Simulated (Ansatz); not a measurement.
# Ge2Sb2Te5 (P-3m1) in Ansatz: relaxation of cell and atoms with LDA

Aim: the relaxation of cell and atoms of Ge2Sb2Te5 with LDA.

Everything below comes from runs of Ansatz 0.2.0. Logs are shortened: lines on timing, memory, paths and dates and some standing lists are left out, and cuts for length are marked.

**1. Starting point**

The structure is trigonal, space group P-3m1 (No. 164). The conventional cell has a = 4.294 Å, b = 4.294 Å, c = 17.101 Å, α = 90.00°, β = 90.00°, γ = 120.00°. Te (site symmetry 3m) has 3 Sb at 3.01 Å as nearest neighbours. Around Te (site symmetry 3m) lie 3 Ge at 3.00 Å and 3 Sb at 3.20 Å. Te (site symmetry -3m) is surrounded by 6 Ge at 3.04 Å. Around Sb (site symmetry 3m) lie 6 Te at 3.01 to 3.20 Å. Ge (site symmetry 3m) is surrounded by 6 Te at 3.00 to 3.04 Å.

The cell comes from a database or a generator and needn't be the stable form of this composition.

**2. Relaxation of cell and atoms, LDA**

File input.yaml:

```yaml
crystal:
  lattice:
    - [4.2940644248, 0.0, 0.0]
    - [-2.1470322124, 3.7187688774, 0.0]
    - [0.0, 0.0, 17.101346]
  atoms:
    - { symbol: Te, position: [0.6666666667, 0.3333333333, 0.419892] }
    - { symbol: Te, position: [0.3333333333, 0.6666666667, 0.580108] }
    - { symbol: Te, position: [0.3333333333, 0.6666666667, 0.201542] }
    - { symbol: Te, position: [0.6666666667, 0.3333333333, 0.798458] }
    - { symbol: Te, position: [0.0, 0.0, 0.0] }
    - { symbol: Sb, position: [0.0, 0.0, 0.320068] }
    - { symbol: Sb, position: [0.0, 0.0, 0.679932] }
    - { symbol: Ge, position: [0.6666666667, 0.3333333333, 0.102895] }
    - { symbol: Ge, position: [0.3333333333, 0.6666666667, 0.897105] }
hamiltonian:
  xc: lda
  pseudopotentials: { kind: paw }
kpoints:
  mp_grid: { grid: [7, 7, 2] }
scf:
  occupations: { method: fermi_dirac, width: 0.05 }
output:
  forces: true
  stress: true
  eigenvalues: true
relax:
  f_tol: 0.01
  max_steps: 40
  cell: { stress_tol: 0.05 }
```

Potentials or basis: Ansatz PAW.

Run with:

```sh
$ ansatz run input.yaml --threads 4 --pin off --max-ram 11264MiB --backend cpu --events-out ev --progress --plain --runs-dir out
```

Output:

```text
Warning: RAYON_NUM_THREADS=4 ignored (pool sized by the plan → 4); use --threads N
Engine: ansatz 0.2.0, aarch64-unknown-linux-gnu
Pseudopotentials: kind: paw
Pseudopotential: Te, paw, valence charge 16, recommended cutoff 420 eV (normal), Te.paw.azcp
Pseudopotential: Sb, paw, valence charge 15, recommended cutoff 420 eV (normal), Sb.paw.azcp
Pseudopotential: Ge, paw, valence charge 14, recommended cutoff 420 eV (normal), Ge.paw.azcp
Functional definition: SPW92
  exchange = slater_x
  correlation = pw_c
Crystal: 9 atoms, lattice volume = 273.085 Å³
Basis set: ecut = 420 eV, 5295 PW (Γ)
Bands: 83, of which v1, the nominal top of the filled ones, is band 69 counted from 1 (68 counted from 0)
Symmetry: 12 space group operations
Space group: P-3m1 (ITA 164), of the structure as read, at distance tolerance 6.5e-5 Å
k-points: 16 of 98
[... 122 lines left out ...]
  atom   6  Sb     0.00000000    -0.00000000    -0.00127595
  atom   7  Sb     0.00000000     0.00000000     0.00127595
  atom   8  Ge    -0.00000000    -0.00000000    -0.00137897
  atom   9  Ge     0.00000000     0.00000000     0.00137897
  max |Σ_I F_I| component: 9.25e-18 eV/Å
--- Stress (GPa, compression-positive) ---
        0.039429      -0.000000      -0.000000
        0.000000       0.039429       0.000000
       -0.000000       0.000000       0.004201
  P = ⅓ Tr σ = 0.0277 GPa (0.277 kbar)
--- Band table (eV; the first three rows and the last of 16) ---
  k-point 0: bands = ["-27.1487", "-27.1487", "-27.1408", "-27.1408", "-27.1405", "-27.1387", "-27.1382", "-27.1382", "-27.1375", "-27.1375", "-26.9759", "-26.9759", "-26.9749", "-26.9749", "-26.9749", "-26.9749", "-26.9577", "-26.9577", "-26.9577", "-26.9577", "-26.9227", "-26.9227", "-26.9161", "-26.9161", "-26.9139", "-19.6430", "-19.6430", "-19.6430", "-19.6430", "-19.6383", "-19.6383", "-19.6364", "-19.6364", "-19.6364", "-19.6364", "-15.0692", "-15.0692", "-15.0676", "-15.0676", "-15.0604", "-15.0602", "-15.0602", "-15.0602", "-15.0588", "-15.0588", "-3.7237", "-3.3943", "-3.1659", "-2.1984", "-1.9253", "0.9997", "1.1031", "2.9949", "4.1482", "7.1125", "7.8046", "7.8046", "7.9154", "7.9154", "7.9410", "8.1435", "8.1435", "8.2817", "8.2817", "8.6011", "8.6011", "8.8884", "9.1709", "10.0635", "10.1325", "10.1325", "10.2407", "10.8950", "10.8950", "11.0353", "11.4131", "11.4131", "11.6456", "12.7285", "12.8317", "12.8317", "14.6593", "14.7670"]
  k-point 1: bands = ["-27.1487", "-27.1487", "-27.1408", "-27.1408", "-27.1405", "-27.1387", "-27.1382", "-27.1382", "-27.1375", "-27.1375", "-26.9759", "-26.9759", "-26.9749", "-26.9749", "-26.9749", "-26.9749", "-26.9577", "-26.9577", "-26.9577", "-26.9577", "-26.9227", "-26.9227", "-26.9161", "-26.9161", "-26.9139", "-19.6430", "-19.6430", "-19.6430", "-19.6430", "-19.6383", "-19.6383", "-19.6364", "-19.6364", "-19.6364", "-19.6364", "-15.0692", "-15.0692", "-15.0676", "-15.0676", "-15.0604", "-15.0602", "-15.0602", "-15.0602", "-15.0588", "-15.0588", "-3.6247", "-3.6111", "-2.8822", "-2.5636", "-1.6783", "0.5417", "1.7909", "2.5465", "4.3812", "6.9021", "7.8090", "7.8090", "7.9144", "7.9144", "8.0930", "8.0930", "8.2899", "8.4523", "8.4523", "8.4609", "8.4609", "8.5892", "9.3100", "9.8701", "10.3705", "10.3705", "10.4993", "10.4993", "10.5807", "10.7786", "11.6719", "11.6719", "11.7184", "12.7261", "12.7261", "12.7479", "14.6398", "14.7864"]
  k-point 2: bands = ["-27.1486", "-27.1485", "-27.1412", "-27.1403", "-27.1401", "-27.1393", "-27.1384", "-27.1379", "-27.1371", "-27.1371", "-26.9757", "-26.9757", "-26.9750", "-26.9750", "-26.9749", "-26.9749", "-26.9577", "-26.9577", "-26.9573", "-26.9573", "-26.9228", "-26.9224", "-26.9162", "-26.9160", "-26.9136", "-19.6438", "-19.6438", "-19.6424", "-19.6424", "-19.6378", "-19.6378", "-19.6366", "-19.6366", "-19.6360", "-19.6360", "-15.0699", "-15.0689", "-15.0682", "-15.0674", "-15.0605", "-15.0601", "-15.0599", "-15.0597", "-15.0589", "-15.0586", "-3.5288", "-3.2040", "-2.9849", "-2.0514", "-1.8006", "1.0536", "1.1225", "2.6856", "3.6822", "6.2175", "6.5900", "6.7435", "7.1869", "7.2252", "7.3369", "7.4370", "7.8549", "8.1915", "8.2776", "8.5427", "8.7436", "8.8134", "9.1735", "9.8243", "10.4829", "10.4975", "10.9941", "11.2162", "11.2703", "11.4494", "11.9757", "11.9769", "12.5441", "13.0348", "13.0530", "13.5010", "13.9720", "14.5645"]
  k-point 15: bands = ["-27.1488", "-27.1459", "-27.1442", "-27.1394", "-27.1393", "-27.1385", "-27.1376", "-27.1370", "-27.1368", "-27.1362", "-26.9755", "-26.9755", "-26.9753", "-26.9753", "-26.9747", "-26.9747", "-26.9568", "-26.9568", "-26.9561", "-26.9561", "-26.9224", "-26.9219", "-26.9162", "-26.9158", "-26.9125", "-19.6456", "-19.6456", "-19.6430", "-19.6430", "-19.6360", "-19.6360", "-19.6354", "-19.6354", "-19.6339", "-19.6339", "-15.0717", "-15.0704", "-15.0693", "-15.0678", "-15.0599", "-15.0598", "-15.0589", "-15.0585", "-15.0580", "-15.0573", "-1.7033", "-1.6626", "-1.4129", "-1.4033", "-1.2475", "0.1362", "0.1574", "1.2015", "1.2770", "4.5260", "4.5854", "4.9018", "4.9977", "5.1338", "5.7750", "5.8874", "6.2503", "6.3778", "7.1972", "7.4377", "8.2700", "8.5200", "8.7964", "9.0417", "10.8380", "11.0066", "11.6002", "11.6629", "12.4088", "12.5810", "13.5963", "13.8157", "13.8741", "14.7169", "14.7832", "14.8825", "14.9597", "15.1176"]
--- Relaxed structure (5 steps of the walk, 5 accepted, 1 SCFs on fresh bases) ---
  F+E_penalty+E_count = -55240.00030783 eV   max|allowed force component| = 1.379e-3 eV/Å   (the final SCF, on the basis selected at the relaxed cell)
  cell:  # Å, volume = 254.3784 Å³
    - [4.1946679069008, 1.0877482828159207e-32, -1.359685353519901e-33]
    - [-2.0973339534504, 3.6326889678153904, 6.485479479971129e-32]
    - [5.415021150421145e-33, 2.8158109982189954e-31, 16.693768379780327]
  atoms:
    - { symbol: Te, position: [0.6666666666666666, 0.3333333333333333, 0.4207399108163925] }
    - { symbol: Te, position: [0.3333333333333333, 0.6666666666666666, 0.5792600891836074] }
    - { symbol: Te, position: [0.3333333333333333, 0.6666666666666666, 0.19880982719178295] }
    - { symbol: Te, position: [0.6666666666666666, 0.3333333333333333, 0.801190172808217] }
    - { symbol: Te, position: [1.6807190719160687e-34, 2.3017533285766572e-35, 5.63543515482097e-21] }
    - { symbol: Sb, position: [4.925979108441688e-33, 1.0519012711595273e-32, 0.31805848249996627] }
    - { symbol: Sb, position: [-2.8191560088738054e-33, -1.0472977645023754e-32, 0.6819415175000336] }
    - { symbol: Ge, position: [0.6666666666666666, 0.3333333333333333, 0.10056942410662578] }
    - { symbol: Ge, position: [0.3333333333333333, 0.6666666666666666, 0.8994305758933742] }
```

It took 36 s on 4 threads of Arm Neoverse V1, shared host; peak memory 0.98 GiB.

What came out:

```yaml
Free_energy: -55240.0003 eV
Relaxed_volume: 28.26 Å³/atom
Relaxed_cell: a = 4.195 Å, b = 4.195 Å, c = 16.694 Å, α = 90.00°, β = 90.00°, γ = 120.00°
Space_group_after_relaxing_to_0.05_Å: P-3m1 (No. 164)
Energy_gained_by_relaxing: 23.2 meV/atom
Ionic_steps: 6
Pressure_after_relaxing: 0.0 GPa
Band_gap_on_the_k_mesh: 0.07 eV, direct
```

Step by step:
| step | energy change (eV) | largest force (eV/Å) | volume (Å³) |
| --- | --- | --- | --- |
| 1 | 0.0000 | 0.2012 | 273.09 |
| 2 | -0.0929 | 0.3186 | 243.79 |
| 3 | -0.2107 | 0.0165 | 256.07 |
| 4 | -0.2128 | 0.0141 | 254.89 |
| 5 | -0.2131 | 0.0013 | 254.38 |
| 6 | -0.2089 | 0.0014 | 254.38 |

Final structure:
```cif
data_structure
_symmetry_space_group_name_H-M 'P 1'
_symmetry_Int_Tables_number 1
_cell_length_a 4.1947
_cell_length_b 4.1947
_cell_length_c 16.6938
_cell_angle_alpha 90.000
_cell_angle_beta 90.000
_cell_angle_gamma 120.000
_cell_volume 254.38
loop_
_atom_site_label
_atom_site_type_symbol
_atom_site_fract_x
_atom_site_fract_y
_atom_site_fract_z
_atom_site_occupancy
Te1 Te 0.66667 0.33333 0.42074 1
Te2 Te 0.33333 0.66667 0.57926 1
Te3 Te 0.33333 0.66667 0.19881 1
Te4 Te 0.66667 0.33333 0.80119 1
Te5 Te 0.00000 0.00000 0.00000 1
Sb1 Sb 0.00000 0.00000 0.31806 1
Sb2 Sb 0.00000 0.00000 0.68194 1
Ge1 Ge 0.66667 0.33333 0.10057 1
Ge2 Ge 0.33333 0.66667 0.89943 1
```

Levels at points of the mesh, in eV from the valence-band top:
| k point | band 66 | band 67 | band 68 | band 69 | band 70 | band 71 | band 72 | band 73 |
| --- | --- | --- | --- | --- | --- | --- | --- | --- |
| (0.00, 0.00, 0.00) | -1.46 | -1.18 | -0.89 | 0.00 | 0.07 | 0.07 | 0.18 | 0.83 |
| (0.00, 0.00, -0.50) | -1.60 | -1.47 | -0.75 | -0.19 | 0.31 | 0.31 | 0.44 | 0.44 |

Caveat: odd divisions of the mesh miss points on the zone boundary, where band edges often lie, so the gap on the mesh can be too wide; the plane-wave basis is chosen anew once the cell has moved, so the energies of steps on either side of that aren't comparable; spin-orbit coupling is left out, which moves the levels of the heavy elements; the PAW data sets come from PBE, with cores solved anew for the run's functional, which leaves a small shift of forces and pressure.
